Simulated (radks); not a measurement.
**Ionisation of In²⁺: one atom, several choices of functional**

One table from this session's results is given with a row withheld; the runs are named, their logs left out.

The numbers are computed with radks (a radial shooting solver on a logarithmic mesh, Libxc functionals) version 1 (scalar-relativistic Kohn-Sham, spin-polarised, spherical densities, finite nucleus; open shells are filled with parallel spins first), except any that are marked as measured or tabulated.

## The atom as given

```
element       : indium (Z = 49)
charge        : +2
electrons     : 47
configuration : [Kr] 4d10 5s1
ion           : In³⁺, [Kr] 4d10
choices       : PW91; exchange-only PBE; HCTH/407; XLYP; PBEsol; RPBE; BP86
```

Outer shells as boxes (Hund's rule):

In²⁺
```
[Kr] core
4d [↑↓][↑↓][↑↓][↑↓][↑↓]
5s [↑ ]
```

In³⁺
```
[Kr] core
4d [↑↓][↑↓][↑↓][↑↓][↑↓]
```

Set-up of the first run:

The run's settings:

```text
Z 49
configuration [Kr] 4d10 5s1
relativity scalar-relativistic
functional pw91,pw91
spin polarised
nucleus finite rms 4.6156 fm
c 137.035999084
```

Among the steps run: PW91: In²⁺; PW91: In³⁺; exchange-only PBE: In²⁺; exchange-only PBE: In³⁺; HCTH/407: In²⁺; HCTH/407: In³⁺; XLYP: In²⁺; XLYP: In³⁺; PBEsol: In²⁺; PBEsol: In³⁺; RPBE: In²⁺; RPBE: In³⁺; BP86: In²⁺; BP86: In³⁺.

One of the session's tables, all rows but one given; the rest of the session is left out.

| functional | Δ-SCF (eV) | −ε(HOMO) (eV) | <r> HOMO (bohr) |
| --- | --- | --- | --- |
| PW91 | 28.676 | 24.262 | 2.333 |
| exchange-only PBE | 27.990 | 23.526 | 2.367 |
| HCTH/407 | 28.341 | 24.059 | 2.309 |
| XLYP | 28.788 | 24.213 | 2.339 |
| PBEsol | ? | ? | ? |
| RPBE | 28.396 | 23.989 | 2.341 |
| BP86 | 28.661 | 24.344 | 2.321 |

Estimate the missing values for PBEsol.

The run gave: Δ-SCF (eV): 28.566; −ε(HOMO) (eV): 24.223; <r> HOMO (bohr): 2.325. In the column «Δ-SCF (eV)» it lies between RPBE (28.396) and BP86 (28.661).
